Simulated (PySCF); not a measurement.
**TaNBr₂: singlet, from a trigonal pyramidal start**

Aim: relax TaNBr₂ as a singlet from a hand-made trigonal pyramidal geometry, check by its vibrations whether the end is a minimum, and collect its spectrum and constants.

Computed with PySCF 2.14.0. Level: PBE0, basis Ta def2-SVP with ECP60, N def2-SVP, Br def2-SVP, scalar-relativistic core potentials, no spin–orbit coupling, density fitting.

## Step 1: Starting geometry

4 atoms, charge 0, spin multiplicity 1.

Bond lengths: Ta1–N2 1.860 Å, Ta1–Br3 2.600 Å, Ta1–Br4 2.600 Å. Angles: N2–Ta1–Br3 99.8°, N2–Ta1–Br4 99.8°, Br3–Ta1–Br4 99.8°.

Z-matrix (Å, degrees; charge 0 multiplicity 1):
```
Ta
N  1 1.8600
Br 1 2.6000 2 99.75
Br 1 2.6000 2 99.76 3 -101.77
```

## Step 2: The SCF at the typed geometry

The steps below are one call of a driver around PySCF. For each, scf.py gives the equivalent set-up of the SCF; relaxations use the driver's own optimiser. After this first run the driver tries any further starts and a stability analysis.

File scf.py:

```python
from pyscf import gto, scf, dft
mol = gto.M(atom='''
Ta     0.000000     0.000000     0.000000
N     -0.821100    -1.422300     0.873200
Br     2.295700     0.000000     1.220600
Br    -1.147800     1.988100     1.220600''',
    basis={'Ta': 'def2-SVP', 'N': 'def2-SVP', 'Br': 'def2-SVP'},
    ecp={'Ta': 'def2-SVP'},
    charge=0, spin=0)
mf = dft.RKS(mol, xc='PBE0')
mf.grids.atom_grid = (50, 194)
aux = {'Ta': 'def2-universal-JKFIT', 'N': 'def2-universal-JKFIT', 'Br': 'def2-universal-JKFIT'}
mf = mf.density_fit(auxbasis=aux)
mf.conv_tol = 1e-08
mf.diis_space = 10
mf.max_cycle = 60
mf.init_guess = 'minao'
mf.verbose = 4
mf.kernel()
```

On the command line:

```bash
$ OMP_NUM_THREADS=2 python axn.py task.json out
```

The runs that follow: Trigonal pyramidal start, singlet: relaxation; Frequencies.

Q: Predict the outcome of this session. Wanted: minimum; geometry; wavenumbers; dipole moment; highest occupied, lowest empty level; polar-tensor charge of Ta1; zero-point energy; atomisation energy.

As calculated:

| quantity | value |
| --- | --- |
| minimum | singlet, Cs |
| geometry | Ta–Br 2.460 Å (×2), Ta–N 1.678 Å; Br–Ta–Br 113.2°, Br–Ta–N 105.8° (×2) |
| wavenumbers (cm⁻¹) | 57 (a'), 158 (a'), 217 (a''), 257 (a'), 293 (a''), 1115 (a') |
| dipole moment | 4.78 D |
| highest occupied, lowest empty level | -7.79, -3.91 eV |
| polar-tensor charge of Ta1 | +1.59 e |
| zero-point energy | 12.5 kJ/mol |
| entropy at 298.15 K | 359.5 J/(mol K) |
| atomisation energy (no zero-point energy) | 1363 kJ/mol |

The trigonal pyramidal start keeps its Cs symmetry and ends in a minimum. In the infrared the band at 1115 cm⁻¹ (a', stretch) leads. Other starts or spin states, not run here, may lie lower. The stability of the closed-shell solution was not tested. Spin–orbit coupling, left out here, can matter for elements this heavy.
